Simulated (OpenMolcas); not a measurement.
**Co²⁺ among point charges: CASSCF levels and susceptibility**

Aim: the splitting of the states of Co²⁺ in the field of 5 point charges, its lowest levels with spin-orbit coupling and its magnetic susceptibility.

Program: OpenMolcas 26.06. Level of theory: state-averaged CASSCF, spin-orbit coupling by RASSI with atomic mean-field integrals. These are calculated values, not measurements, unless marked.

1 further run of the same task is left out (set aside as unsound or not needed).

### Step 1. What is computed

* Species: Co²⁺ (cobalt, Z = 27, 25 electrons)
* Basis: ANO-RCC-VDZP [5s4p2d1f], 34 functions
* Scalar Hamiltonian: DKH2, point nucleus
* Inactive shells: 1s 2s 2p 3s 3p
* Active space: 7 electrons in 5 orbitals (3d)
* Some configurations of this space: 3d7
* Orbitals: optimised for each spin and parity, averaged over all roots

Outer shells as boxes (Hund's rule):

3d7
```
3d [↑↓][↑↓][↑ ][↑ ][↑ ]
```

The ion sits among 5 point charges of -2 e arranged as a square pyramid (C4v), 2.04 Å from the ion, with the axial distance 2.366 Å.

Each step is its own input file, run in one work folder so that later steps find the files of earlier ones. Labels, J, g values, rates, χT and fits are worked out afterwards by a script from the matrices that RASSI stores.

### Step 2. Basis and integrals

Contents of a.inp:

```
&GATEWAY
Coord
1

Co 0.0 0.0 0.0
Basis=ANO-RCC-VDZP
Group=NoSym
NoMove
AngMom=0.0 0.0 0.0
AMFI
XField
5 Angstrom 0
2.040000 0.000000 0.000000 -2.000000
0.000000 2.040000 0.000000 -2.000000
-2.040000 0.000000 0.000000 -2.000000
0.000000 -2.040000 0.000000 -2.000000
0.000000 0.000000 2.366400 -2.000000
&SEWARD
```

### Step 3. CASSCF: quartets, 10 roots

Contents of a.inp:

```
&RASSCF
FileOrb=start.orb
Symmetry=1
Spin=4
nActEl=7 0 0
Inactive=9
Ras2=5
CIRoot=10 10 1
SDav=10
CIMx=300
Iter=120 100
PrWF=0.3
OrbListing=Nothing
MaxOrb=0
>>> COPY $Project.JobIph JOB001
```

start.orb holds the contracted functions of the basis, ordered by shell, or the orbitals of the step before.

### Step 4. Reference wave functions, doublets, 40 roots

Contents of a.inp:

```
&RASSCF
FileOrb=start.orb
Symmetry=1
Spin=2
nActEl=7 0 0
Inactive=9
Ras2=5
CIRoot=40 40 1
SDav=40
CIMx=300
Iter=120 100
PrWF=0.3
OrbListing=Nothing
MaxOrb=0
>>> COPY $Project.JobIph JOB002
```

### Step 5. State interaction with spin-orbit coupling

Contents of a.inp:

```
&RASSI
NrOfJobIphs=2 10 40
1 2 3 4 5 6 7 8 9 10
1 2 3 4 5 6 7 8 9 10 11 12 13 14 15 16 17 18 19 20 21 22 23 24 25 26 27
28 29 30 31 32 33 34 35 36 37 38 39 40
IphNames
JOB001
JOB002
EJob
SpinOrbit
DIPRint=1.0
SOCoupling=1000.0
Subsets=2
Property=9
'ANGMOM' 1 'ANGMOM' 2 'ANGMOM' 3 'MLTPL  1' 1 'MLTPL  1' 2 'MLTPL  1' 3
'AMFI' 1 'AMFI' 2 'AMFI' 3
SOProperty=3
'ANGMOM' 1 'ANGMOM' 2 'ANGMOM' 3
```

Before running it: what results should come out? Wanted: spin-free ground state; first state of the same spin within the active space; lowest level; next level.

The runs gave:

| quantity | value |
| --- | --- |
| method | CASSCF |
| spin-free ground state | quartet, 1-fold in its orbital part |
| first state of the same spin within the active space | quartet at 1470 cm⁻¹ |
| lowest level | 2-fold, g = 1.94, 5.26, 5.26 |
| next level | 129.9 cm⁻¹ |
| χT at 300 K | 3.09 cm³ K/mol |
| effective moment at 300 K | 4.97 μB |

What this shows: The spin-free ground state (quartet) comes to 87 % from free-ion F terms and keeps the highest spin of the shell. χT at 300 K is 3.09, against 1.88 cm³ K/mol for the spin alone, so orbital moment adds to it. An active space of the d shell alone favours high spin; real ions in strong fields can be low spin. The field of point charges can differ much from that of real complexes. With metal d orbitals alone active, the gaps between spin states are rough; where two lie within a few thousand cm-1, their order is open. Point charges carry no covalency, so the field is a model and not that of real ligands.
